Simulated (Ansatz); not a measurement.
# F4H2Ti: the cost of one run

Method: RKS PBE/def2-SVP, in Ansatz 0.2.0.

### 1 Starting point

Bond lengths: Ti1–F2 2.180 Å, Ti1–F3 1.830 Å, Ti1–F4 1.829 Å, Ti1–F5 1.829 Å, Ti1–H6 2.000 Å, Ti1–H7 2.139 Å. Angles (14 of 15 angles, heavy atoms first): F2–Ti1–F3 109.4°, F2–Ti1–F4 109.5°, F2–Ti1–F5 109.5°, F3–Ti1–F4 109.5°, F3–Ti1–F5 109.5°, F4–Ti1–F5 109.5°, F2–Ti1–H6 71.6°, F2–Ti1–H7 40.9°, F3–Ti1–H6 178.9°, F3–Ti1–H7 150.3°, F4–Ti1–H6 70.0°, F4–Ti1–H7 86.8°, F5–Ti1–H6 70.0°, F5–Ti1–H7 86.8°.

Structure file:

```xyz
7

Ti    0.0000    0.0000    0.0000
F     0.0000    0.0000    2.1800
F     1.7257    0.0000   -0.6094
F    -0.8619    1.4933   -0.6094
F    -0.8619   -1.4933   -0.6094
H    -1.8980    0.0000    0.6306
H    -1.3995    0.0000    1.6182
```

### 2 Pulling towards end A

Springs on the bonds that form and break draw the guess towards this end; the thresholds are loose.

The input, input.yaml:

```yaml
crystal:
  periodic: [false, false, false]
  atoms:
    - { symbol: Ti, position_ang: [0.0, 0.0, 0.0] }
    - { symbol: F, position_ang: [0.0, 0.0, 2.18] }
    - { symbol: F, position_ang: [1.7257, 0.0, -0.6094] }
    - { symbol: F, position_ang: [-0.8619, 1.4933, -0.6094] }
    - { symbol: F, position_ang: [-0.8619, -1.4933, -0.6094] }
    - { symbol: H, position_ang: [-1.898, 0.0, 0.6306] }
    - { symbol: H, position_ang: [-1.3995, 0.0, 1.6182] }
basis:
  gaussian: { orbitals: def2-SVP }
hamiltonian:
  xc: pbe
relax:
  f_tol: 0.15
  max_steps: 25
  restrain:
    - { distance: [0, 5], at: 2.9, k: 30.0 }
    - { distance: [6, 1], at: 2.12, k: 30.0 }
    - { distance: [0, 1], at: 1.83, k: 30.0 }
    - { distance: [6, 5], at: 0.66, k: 30.0 }
```

The run is started by

```
> ansatz run input.yaml --threads 2 --pin off --max-ram 3072MiB --backend cpu --events-out ev --progress --plain --runs-dir out
```

What time and memory should one allow on 2 threads of Arm Neoverse V1, shared host?

About 17 s, with a peak of 0.14 GiB.
